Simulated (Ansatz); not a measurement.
# Cr: the cost of one run

Method: DFT PBE+U, PAW, plane waves, scalar-relativistic; U − J = 2.3 eV on Cr d, in Ansatz 0.2.0.

## (1) The system as given

The structure is cubic, space group Im-3m (No. 229). The conventional cell has a = 2.884 Å, b = 2.884 Å, c = 2.884 Å, α = 90.00°, β = 90.00°, γ = 90.00°. Cr (site symmetry m-3m) has 8 Cr at 2.50 Å as nearest neighbours.

Coordinates:

```
Cr
1.0
     2.88390    0.00000    0.00000
     0.00000    2.88390    0.00000
     0.00000    0.00000    2.88390
Cr
2
Direct
  0.00000 0.00000 0.00000
  0.50000 0.50000 0.50000
```

In tables a label like Cr2 counts atoms in the order of input.yaml; a structure file may count by element.

Planned first: parallel moments, plain SCF; opposed moments +-, plain SCF; no spin polarisation; spin on, no moments given (the program may seed its own), plain SCF. Further starts follow from what these give.

“Plain SCF” means no search for lower states. 

Moments by site are taken inside atomic spheres; the rest lies between them.

## (2) Parallel moments, plain SCF

Input file input.yaml:

```yaml
crystal:
  lattice:
    - [2.8839, 0.0, 0.0]
    - [0.0, 2.8839, 0.0]
    - [0.0, 0.0, 2.8839]
  atoms:
    - { symbol: Cr, position: [0.0, 0.0, 0.0], spin: 3.0 }
    - { symbol: Cr, position: [0.5, 0.5, 0.5], spin: 3.0 }
magnetization:
  spin_polarized: true
hamiltonian:
  xc: pbe
  pseudopotentials: { kind: paw }
  hubbard: { sites: [{ species: Cr, l: d, u_eff: 2.3 }] }
basis:
  ecutwfc: 420
kpoints:
  mp_grid: { grid: [10, 10, 10] }
scf:
  occupations: { method: gaussian, width: 0.1 }
  lower_state_search: "off"
output:
  forces: true
  stress: true
```

Q: Estimate wall time and peak memory on 2 threads of an x86-64 CPU, shared host.

About 11 s, with a peak of 0.48 GiB.
